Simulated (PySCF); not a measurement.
# BeF: bond curves at several levels of theory

What are the lowest state that PBE0 finds, the bond length, vibrational wavenumber and bond energy of BeF, and how much do these hang on the method?

Computed with PySCF 2.14.0. Level: Be aug-cc-pVDZ, F aug-cc-pVDZ, no relativity.

1 further run of the same task is left out (it didn't finish).

### 1 Input

A driver script around PySCF takes these settings:

| Quantity | Value |
| --- | --- |
| atoms | Be, F |
| charge | 0 |
| basis | Be aug-cc-pVDZ, F aug-cc-pVDZ |
| Hamiltonian | no relativity |
| basis functions | 46 |
| electrons treated | 13 |
| masses in u | 9.0122, 18.9984 |
| levels | PBE0, PBE, r²SCAN, r²SCAN0, M06-2X, LC-ωPBE, HF, MP2, SCS-MP2, CCSD, CCSD(T) |
| grid | 80 radial by 434 angular points |
| occupations | held fixed by the projection of orbital angular momentum |
| dissociation limit | Be + F, each in its ground configuration |
| starting distance in angstrom | 1.575 |
| values of 2S to try | 1, 3 |

Run with:

```bash
> OMP_NUM_THREADS=1 python dia.py task.json out
```

The runs that follow: The PBE0 curve of the state that the search chose; PBE (GGA); r²SCAN; r²SCAN0; M06-2X (hybrid meta-GGA); LC-ωPBE; UHF; Correlated methods on the Hartree–Fock reference.

What does the calculation give? Wanted: for each run, Re; ωe; De; μ.

The runs gave:

Lowest PBE0 solution found, without spin–orbit coupling: ²Σ⁺ (doublet), unpaired electrons σ ↑.

```tsv
level	Re (Å)	ωe (cm⁻¹)	De (eV)	μ (D)
UHF	1.391	1251	4.72	-1.41
UHF-MP2	1.411	1177	6.11	n/a
UHF-SCS-MP2	1.409	1177	5.79	n/a
UHF-CCSD	1.406	1191	5.31	n/a
UHF-CCSD(T)	1.409	1181	5.40	n/a
PBE	1.408	1180	6.14	-1.26
r²SCAN	1.402	1202	6.12	-1.29
PBE0	1.397	1214	5.87	-1.31
r²SCAN0	1.395	1224	5.87	-1.35
M06-2X	1.391	1232	5.81	-1.36
LC-ωPBE	1.400	1210	6.05	-1.28
```

De is counted to Be + F in their ground configurations. A positive dipole means Be(−)F(+).

Differences from CCSD(T) in the same basis:

```tsv
level	Re (mÅ)	ωe (%)
UHF	-18	+6.0
UHF-MP2	+2	-0.3
UHF-SCS-MP2	0	-0.3
UHF-CCSD	-3	+0.9
PBE	-1	-0.1
r²SCAN	-6	+1.8
PBE0	-11	+2.9
r²SCAN0	-14	+3.7
M06-2X	-18	+4.4
LC-ωPBE	-8	+2.5
```

Against CCSD(T) in the same basis, the bond length is nearest at UHF-SCS-MP2 (0 mÅ) and farthest at UHF and M06-2X (-18 mÅ); the wavenumber is nearest at PBE (-0.1 %) and farthest at UHF (+6.0 %). Hartree–Fock makes the bond too short and too stiff against this reference, as it mostly does. CCSD(T) in a basis this small is itself some way from its limit, more so than the functionals. Of the levels with a De here, UHF gives the least (4.72 eV) and PBE the most (6.14 eV).

Correlated steps freeze 1 core orbital.
